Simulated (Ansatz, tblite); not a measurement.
**Ga10P11 wurtzite ring sphere (Ga₁₀P₁₁H₂₈+): one state, many levels**

The task here is to estimate one member of a computed series from the others.

Method: as each input shows; program: Ansatz 0.2.0, Gaussian basis.

The runs, in order: GFN1-xTB, GFN2-xTB, PBE-D4/def2-SVP, r2SCAN-D4/def2-SVP, B3LYP-D4/def2-SVP, BHLYP-D4/def2-SVP, PBE0-D4/def2-TZVP, PBE-D4/def2-TZVP, HF/6-31G, B3LYP-D4/6-31G, MP2/def2-SVP, RPA/def2-SVP.

## The geometry

The geometry is that of the singlet, from an earlier relaxation (PBE-D4/def2-SVP).

49 atoms, charge 1, spin multiplicity 1.

Bond lengths: P1–Ga2 2.493 Å, P1–Ga6 2.388 Å, P1–H22 1.430 Å, P1–H23 1.430 Å, Ga2–P8 2.401 Å, Ga2–H24 1.574 Å, Ga2–H25 1.574 Å, P3–Ga4 2.490 Å, P3–Ga7 2.368 Å, P3–H26 1.429 Å, P3–H27 1.429 Å, Ga4–P9 2.427 Å, Ga4–H28 1.570 Å, Ga4–H29 1.572 Å, P5–Ga6 2.405 Å, P5–Ga7 2.423 Å, P5–H30 1.430 Å, P5–H31 1.427 Å and more. Angles: Ga2–P1–Ga6 123.5°, Ga2–P1–H22 111.8°, Ga2–P1–H23 111.8°, Ga6–P1–H22 104.2°, Ga6–P1–H23 104.2°, H22–P1–H23 98.0°, P1–Ga2–P8 101.1°, P1–Ga2–H24 103.2°, P1–Ga2–H25 103.2°, P8–Ga2–H24 109.3°, P8–Ga2–H25 109.3°, H24–Ga2–H25 127.3°, Ga4–P3–Ga7 115.7°, Ga4–P3–H26 113.5°, Ga4–P3–H27 113.3°, Ga7–P3–H26 105.4°, Ga7–P3–H27 107.9°, H26–P3–H27 99.5° and more.

The ion is computed in the gas phase, without counter-ions or solvent.

PBE0-D4/def2-SVP was run before; its log isn't repeated, and its numbers join the tables.

The first run:

Tight binding, by tblite at 300 K electronic temperature and without a spin-polarisation term:

```python
tblite.interface.Calculator('GFN1-xTB', numbers, positions, charge=1, uhf=0).singlepoint()
```

Tight binding, by tblite at 300 K electronic temperature and without a spin-polarisation term:

```python
tblite.interface.Calculator('GFN2-xTB', numbers, positions, charge=1, uhf=0).singlepoint()
```

start.molden holds the orbitals of an earlier run on this state, given as this run's starting guess.

Input file in.yaml:

```yaml
crystal:
  periodic: [false, false, false]
  atoms:
    - {symbol: P, position_ang: [-2.674267, -1.537955, -3.336953]}
    - {symbol: Ga, position_ang: [-2.938685, -1.694476, -0.862563]}
    - {symbol: P, position_ang: [0.880665, -3.829763, -0.006852]}
    - {symbol: Ga, position_ang: [1.003710, -4.058236, 2.469772]}
    - {symbol: P, position_ang: [0.986799, -1.577945, -3.264924]}
    - {symbol: Ga, position_ang: [-0.821542, -0.470293, -4.399293]}
    - {symbol: Ga, position_ang: [0.986561, -1.616018, -0.842150]}
    - {symbol: P, position_ang: [-0.962617, -0.555348, -0.112961]}
    - {symbol: P, position_ang: [1.015260, -1.676304, 2.935819]}
    - {symbol: Ga, position_ang: [-1.012071, -0.586255, 2.306332]}
    - {symbol: P, position_ang: [-0.872897, 1.648370, -3.262600]}
    - {symbol: Ga, position_ang: [-0.905280, 1.663802, -0.839787]}
    - {symbol: P, position_ang: [-2.874189, 2.679785, -0.002743]}
    - {symbol: P, position_ang: [-0.941858, 1.713723, 2.938324]}
    - {symbol: Ga, position_ang: [-3.012497, 2.892064, 2.474481]}
    - {symbol: P, position_ang: [2.880650, -0.452937, -0.103864]}
    - {symbol: Ga, position_ang: [3.055208, -0.661011, 2.287005]}
    - {symbol: Ga, position_ang: [2.900991, 1.674613, -1.268352]}
    - {symbol: P, position_ang: [1.049850, 2.720661, -0.101095]}
    - {symbol: P, position_ang: [2.840196, 1.636815, 2.981112]}
    - {symbol: Ga, position_ang: [0.957429, 2.973056, 2.290082]}
    - {symbol: H, position_ang: [-2.744543, -2.822753, -3.961399]}
    - {symbol: H, position_ang: [-3.820879, -0.950520, -3.958076]}
    - {symbol: H, position_ang: [-2.787636, -3.236445, -0.582892]}
    - {symbol: H, position_ang: [-4.197840, -0.793067, -0.578602]}
    - {symbol: H, position_ang: [-0.305305, -4.392470, -0.571715]}
    - {symbol: H, position_ang: [1.862832, -4.605821, -0.696576]}
    - {symbol: H, position_ang: [-0.388211, -4.662903, 2.873109]}
    - {symbol: H, position_ang: [2.443716, -4.645428, 2.699538]}
    - {symbol: H, position_ang: [1.017462, -2.914701, -3.771862]}
    - {symbol: H, position_ang: [2.236846, -1.102758, -3.763840]}
    - {symbol: H, position_ang: [-0.719577, -0.410618, -5.959259]}
    - {symbol: H, position_ang: [1.026376, -1.608108, 4.366996]}
    - {symbol: H, position_ang: [-2.303314, -1.332346, 2.813109]}
    - {symbol: H, position_ang: [-2.014332, 2.345691, -3.768276]}
    - {symbol: H, position_ang: [0.164843, 2.492411, -3.760610]}
    - {symbol: H, position_ang: [-3.955649, 1.938224, -0.570852]}
    - {symbol: H, position_ang: [-3.051922, 3.921062, -0.688546]}
    - {symbol: H, position_ang: [-0.876683, 1.687955, 4.369452]}
    - {symbol: H, position_ang: [-4.229889, 1.983987, 2.873522]}
    - {symbol: H, position_ang: [-2.805541, 4.432427, 2.710075]}
    - {symbol: H, position_ang: [3.982347, -1.204960, -0.624978]}
    - {symbol: H, position_ang: [4.393110, -1.332013, 2.756850]}
    - {symbol: H, position_ang: [2.332766, 1.348215, -2.722470]}
    - {symbol: H, position_ang: [4.238940, 2.446171, -0.984299]}
    - {symbol: H, position_ang: [0.949760, 4.051437, -0.620566]}
    - {symbol: H, position_ang: [2.915582, 1.678949, 4.407897]}
    - {symbol: H, position_ang: [4.049489, 2.335400, 2.673792]}
    - {symbol: H, position_ang: [1.045825, 4.466628, 2.761700]}
basis:
  gaussian: {orbitals: def2-SVP, fitting: {mean_field: def2-universal-jkfit}, initial_orbitals: start.molden}
total_charge: 1
hamiltonian: {xc: pbe, dispersion: d4}
scf: {omitted_lower_state_checks: [starts]}
output: {orbitals: {seedname: orbitals}}
```

On the command line:

```
ansatz run in.yaml --threads 4 --pin off --events-out ev --progress --plain --max-ram 46080MiB --backend cuda --devices 0, --max-vram 37GiB
```

Steps of the session up to this table: PBE-D4/def2-SVP; r2SCAN-D4/def2-SVP; B3LYP-D4/def2-SVP; BHLYP-D4/def2-SVP; PBE0-D4/def2-TZVP; PBE-D4/def2-TZVP; HF/6-31G; B3LYP-D4/6-31G; MP2/def2-SVP; RPA/def2-SVP.

One table of the session follows, with a row left open; its other results are not shown here.

It belongs to the step «Levels side by side». 

| level | HOMO (eV) | LUMO (eV) | gap (eV) |
| --- | --- | --- | --- |
| HF/6-31G | -11.82 | -1.01 | 10.81 |
| PBE-D4/def2-SVP | -8.53 | -4.79 | 3.74 |
| PBE-D4/def2-TZVP | -8.55 | -4.98 | 3.57 |
| r2SCAN-D4/def2-SVP | ? | ? | ? |
| B3LYP-D4/6-31G | -9.32 | -4.02 | 5.31 |
| B3LYP-D4/def2-SVP | -9.31 | -4.17 | 5.15 |
| PBE0-D4/def2-SVP | -9.54 | -4.09 | 5.45 |
| PBE0-D4/def2-TZVP | -9.52 | -4.25 | 5.28 |
| BHLYP-D4/def2-SVP | -10.41 | -3.16 | 7.25 |

**Question.** Estimate the row for r2SCAN-D4/def2-SVP.

**Answer.** HOMO (eV): -8.79; LUMO (eV): -4.68; gap (eV): 4.11. In the column «HOMO (eV)» it lies between B3LYP-D4/def2-SVP (-9.31) and PBE-D4/def2-TZVP (-8.55).
